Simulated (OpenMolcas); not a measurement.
# Ho²⁺ among point charges: CASSCF levels and susceptibility

How does a field of 6 point charges split the states of Ho²⁺, and what χT follows?

The numbers are computed with OpenMolcas 26.06 (state-averaged CASSCF, spin-orbit coupling by RASSI with atomic mean-field integrals), except any that are marked as measured or tabulated.

**1. Starting point**

```
Species                           : Ho²⁺ (holmium, Z = 67, 65 electrons)
Basis                             : ANO-RCC-VTZP [8s7p5d3f2g1h], 104 functions
Scalar Hamiltonian                : DKH2, point nucleus
Inactive shells                   : 1s 2s 2p 3s 3p 3d 4s 4p 4d 5s 5p
Active space                      : 11 electrons in 7 orbitals (4f)
Some configurations of this space : 4f11
Orbitals                          : optimised for the highest spin of each parity, averaged over all roots
```

Outer shells as boxes (Hund's rule):

4f11
```
4f [↑↓][↑↓][↑↓][↑↓][↑ ][↑ ][↑ ]
```

The ion sits among 6 point charges of -1.5 e arranged as a trigonal prism (D3h), 3 Å from the ion, with a polar angle of 54.0° against the regular 49.1°.

Each step is its own input file, run in one work folder so that later steps find the files of earlier ones. Labels, J, g values, rates, χT and fits are worked out afterwards by a script from the matrices that RASSI stores.

**2. One- and two-electron integrals**

File a.inp:

```
&GATEWAY
Coord
1

Ho 0.0 0.0 0.0
Basis=ANO-RCC-VTZP
Group=NoSym
NoMove
AngMom=0.0 0.0 0.0
AMFI
XField
6 Angstrom 0
2.427359 0.000000 1.762932 -1.500000
-1.213679 2.102154 1.762932 -1.500000
-1.213679 -2.102154 1.762932 -1.500000
2.427359 0.000000 -1.762932 -1.500000
-1.213679 2.102154 -1.762932 -1.500000
-1.213679 -2.102154 -1.762932 -1.500000
&SEWARD
```

On the command line:

```
OMP_NUM_THREADS=1 MOLCAS_MEM=2252 MOLCAS_PROJECT=a pymolcas a.inp > a.log
```

**3. CASSCF: quartets, 35 roots**

File a.inp:

```
&RASSCF
FileOrb=start.orb
Symmetry=1
Spin=4
nActEl=11 0 0
Inactive=27
Ras2=7
CIRoot=35 35 1
SDav=35
CIMx=300
Iter=120 100
PrWF=0.3
OrbListing=Nothing
MaxOrb=0
>>> COPY $Project.JobIph JOB001
```

start.orb holds the contracted functions of the basis, ordered by shell, or the orbitals of the step before.

**4. Reference wave functions, doublets, 112 roots**

File a.inp:

```
&RASSCF
FileOrb=start.orb
Symmetry=1
Spin=2
nActEl=11 0 0
Inactive=27
Ras2=7
CIRoot=112 112 1
SDav=112
CIMx=300
Iter=120 100
PrWF=0.3
OrbListing=Nothing
MaxOrb=0
CIOnly
>>> COPY $Project.JobIph JOB002
```

**5. State interaction with spin-orbit coupling**

File a.inp:

```
&RASSI
NrOfJobIphs=2 35 73
1 2 3 4 5 6 7 8 9 10 11 12 13 14 15 16 17 18 19 20 21 22 23 24 25 26 27
28 29 30 31 32 33 34 35
1 2 3 4 5 6 7 8 9 10 11 12 13 14 15 16 17 18 19 20 21 22 23 24 25 26 27
28 29 30 31 32 33 34 35 36 37 38 39 40 41 42 43 44 45 46 47 48 49 50 51
52 53 54 55 56 57 58 59 60 61 62 63 64 65 66 67 68 69 70 71 72 73
IphNames
JOB001
JOB002
EJob
SpinOrbit
DIPRint=1.0
SOCoupling=1000.0
Subsets=2
Property=9
'ANGMOM' 1 'ANGMOM' 2 'ANGMOM' 3 'MLTPL  1' 1 'MLTPL  1' 2 'MLTPL  1' 3
'AMFI' 1 'AMFI' 2 'AMFI' 3
SOProperty=3
'ANGMOM' 1 'ANGMOM' 2 'ANGMOM' 3
```

Q: Predict the outcome of this session. Wanted: spin-free ground state; first state of the same spin within the active space; lowest level; next level.

The runs gave:

```
                                            quantity                              value
                                              method                             CASSCF
                              spin-free ground state    4A1, 1-fold in its orbital part
first state of the same spin within the active space                    4E at 10.8 cm⁻¹
                                        lowest level  2-fold E1/2, g = 1.18, 9.57, 9.57
                                          next level                          11.5 cm⁻¹
                                         χT at 300 K                    11.44 cm³ K/mol
                           effective moment at 300 K                            9.57 μB
```

In words: The spin-free ground state (4A1) comes to 100 % from free-ion I terms and keeps the highest spin of the shell. The doublets rest on orbitals optimised for another spin in at least one step, which raises them against the optimised states. Not all states of the active space went into the spin-orbit step. High states of lower spin are left out of the spin-orbit mixing, and CASSCF puts spin-flip levels too high. This is an electrostatic model: the charges have no orbitals.
